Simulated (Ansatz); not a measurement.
# H7HfN3O: basis-set convergence

An exercise on one series of results from a longer session: the logs are not shown, and one member is left open.

Method: one geometry, several basis sets; program: Ansatz 0.2.0, Gaussian basis.

The runs, in order: PBE0-D4/def2-SVP; ωB97M-V/def2-SVP; PBE0-D4/def2-QZVPP; ωB97M-V/def2-QZVPP; the functionals' def2-TZVPP values are taken from earlier runs.

## The geometry

The geometry comes from an earlier relaxation with PBE0-D4 in a triple-zeta def2 set; it is a stationary point, not always the lowest conformer. Hf takes the def2 core potential; no spin-orbit term is included.

SMILES `[NH2][Hf]([NH2])([NH2])[OH]`, 12 atoms, charge 0, spin multiplicity 1.

Atoms are counted from 1 here; the program's logs count them from 0.

Bond lengths: N1–Hf2 2.046 Å, N1–H6 1.010 Å, N1–H7 1.010 Å, Hf2–N3 2.045 Å, Hf2–N4 2.047 Å, Hf2–O5 1.938 Å, N3–H8 1.010 Å, N3–H9 1.010 Å, N4–H10 1.010 Å, N4–H11 1.010 Å, O5–H12 0.950 Å. Angles: Hf2–N1–H6 124.8°, Hf2–N1–H7 126.3°, H6–N1–H7 108.7°, N1–Hf2–N3 105.9°, N1–Hf2–N4 106.3°, N1–Hf2–O5 113.8°, N3–Hf2–N4 108.3°, N3–Hf2–O5 110.9°, N4–Hf2–O5 111.1°, Hf2–N3–H8 125.8°, Hf2–N3–H9 124.9°, H8–N3–H9 108.5°, Hf2–N4–H10 126.5°, Hf2–N4–H11 124.6°, H10–N4–H11 108.7°, Hf2–O5–H12 164.1°.

Set-up of the first run:

Contents of in.yaml:

```yaml
crystal:
  periodic: [false, false, false]
  atoms:
    - {symbol: N, position_ang: [-1.787343, 0.733001, -0.178915]}
    - {symbol: Hf, position_ang: [0.175598, 0.200789, 0.043282]}
    - {symbol: N, position_ang: [0.230214, -1.098484, 1.622033]}
    - {symbol: N, position_ang: [0.689490, -0.823759, -1.652445]}
    - {symbol: O, position_ang: [1.364706, 1.701654, 0.340233]}
    - {symbol: H, position_ang: [-2.550788, 0.362965, 0.368417]}
    - {symbol: H, position_ang: [-2.145149, 1.459060, -0.783596]}
    - {symbol: H, position_ang: [0.376899, -0.847523, 2.589667]}
    - {symbol: H, position_ang: [0.267434, -2.104475, 1.541947]}
    - {symbol: H, position_ang: [1.622763, -0.950783, -2.017259]}
    - {symbol: H, position_ang: [0.028681, -1.206938, -2.312832]}
    - {symbol: H, position_ang: [1.727514, 2.574504, 0.439469]}
basis:
  gaussian: {orbitals: def2-SVP}
hamiltonian: {xc: pbe0, dispersion: d4}
output: {orbitals: {seedname: orbitals}}
```

Launch:

```console
$ ansatz run in.yaml --threads 4 --pin off --events-out ev --progress --plain --max-ram 11315MiB
```

Steps of the session up to this table: PBE0-D4 in def2-SVP; ωB97M-V in def2-SVP; PBE0-D4 in def2-QZVPP; ωB97M-V in def2-QZVPP.

One table of the session follows, with a row left open; its other results are not shown here.

It belongs to the step «Density functionals: the series». 

```
functional       basis  HOMO (eV)  LUMO (eV)
   PBE0-D4    def2-SVP      -6.52       0.36
   PBE0-D4  def2-TZVPP      -6.70       0.13
   PBE0-D4  def2-QZVPP      -6.78      -0.24
   ωB97M-V    def2-SVP          ?          ?
   ωB97M-V  def2-TZVPP      -9.08       1.26
   ωB97M-V  def2-QZVPP      -9.16       0.59
```

Q: Estimate the row for ωB97M-V, def2-SVP from the others.

The run gave: HOMO (eV): -8.89; LUMO (eV): 1.58. In the column «HOMO (eV)» it lies between ωB97M-V, def2-TZVPP (-9.08) and PBE0-D4, def2-QZVPP (-6.78).
